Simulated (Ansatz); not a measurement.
Runs of Ansatz 0.2.0 on NiMoIrPdW. Symmetry: P3m1, No. 156, trigonal system. The conventional cell has a = 4.147 Å, b = 4.147 Å, c = 5.416 Å, α = 90.00°, β = 90.00°, γ = 120.00°. Around Ni (site symmetry 3m) lie 3 W at 2.40 Å and 3 Ir at 2.71 Å. Mo (site symmetry 3m) has 1 W at 2.49 Å and 3 Ir at 2.64 Å and 3 Pd at 2.85 Å as nearest neighbours. Pd (site symmetry 3m) is surrounded by 2 Ir at 2.65 to 2.76 Å and 3 W at 2.76 Å and 3 Ni at 2.82 Å and 3 Mo at 2.85 Å. Around Ir (site symmetry 3m) lie 3 Mo at 2.64 Å and 2 Pd at 2.65 to 2.76 Å and 3 Ni at 2.71 Å and 3 W at 2.77 Å. W (site symmetry 3m) has 3 Ni at 2.40 Å and 1 Mo at 2.49 Å as nearest neighbours. The cell was built by a generator and needn't be a form met in nature.

| task | level | potentials or basis | cell | k mesh | cutoff (eV) | points for each segment of the path | mesh quality | gap on the mesh (eV) | pressure (GPa) | moment (μB) | largest force (eV/Å) |
| --- | --- | --- | --- | --- | --- | --- | --- | --- | --- | --- | --- |
| band structure | PBE | Ansatz PAW | as given | 7 × 7 × 5 | 420 | 14 | not flagged | none | 0.0 | 0.00 | 0.16 |
| band structure | PBEsol | Ansatz PAW | as given | 7 × 7 × 5 | 420 | 14 | not flagged | none | -8.0 | 0.00 | 0.17 |
| single point | PBE | Ansatz PAW earlier set | as given | 7 × 7 × 5 | 1080 | - | not flagged | none | 0.0 | 0.00 | 0.16 |
| single point | PBE | Ansatz NC with PseudoDojo standard (PBE files) | as given | 7 × 7 × 5 | 1400 | - | not flagged | none | (a) | 0.00 | 0.17 |
| phonons | PBE | Ansatz PAW | as given | 5 × 5 × 3 | 420 | - | coarse | none | - | 0.00 | - |
| single point | PBE | Ansatz PAW | atoms moved at random, drawn with an rms of 0.05 Å | 7 × 7 × 5 | 420 | - | not flagged | none | 0.9 | 0.00 | 0.61 |
| single point | PBE | Ansatz PAW | as given | 7 × 7 × 5 | 420 | - | not flagged | none | 0.0 | 0.00 | 0.16 |

Alike in all rows: spin collinear, ferromagnetic start; smearing fermi-dirac 0.05 eV.

Question: Estimate the missing entries.

Answer: (a) 0.1.

Caveats: some runs use coarse meshes; the starting moments weren't kept (some runs); spin-orbit coupling is left out, which moves the levels of the heavy elements (some runs); the PAW data sets come from PBE, with cores solved anew for the run's functional, which leaves a small shift of forces and pressure (some runs).

A k mesh can miss the band edges, and the runs leave out spin-orbit coupling on Ir, Mo, Pd, W.

A gap of «none» marks a metal or a gap under the smearing width.

The runs don't all hold the same shells in valence.
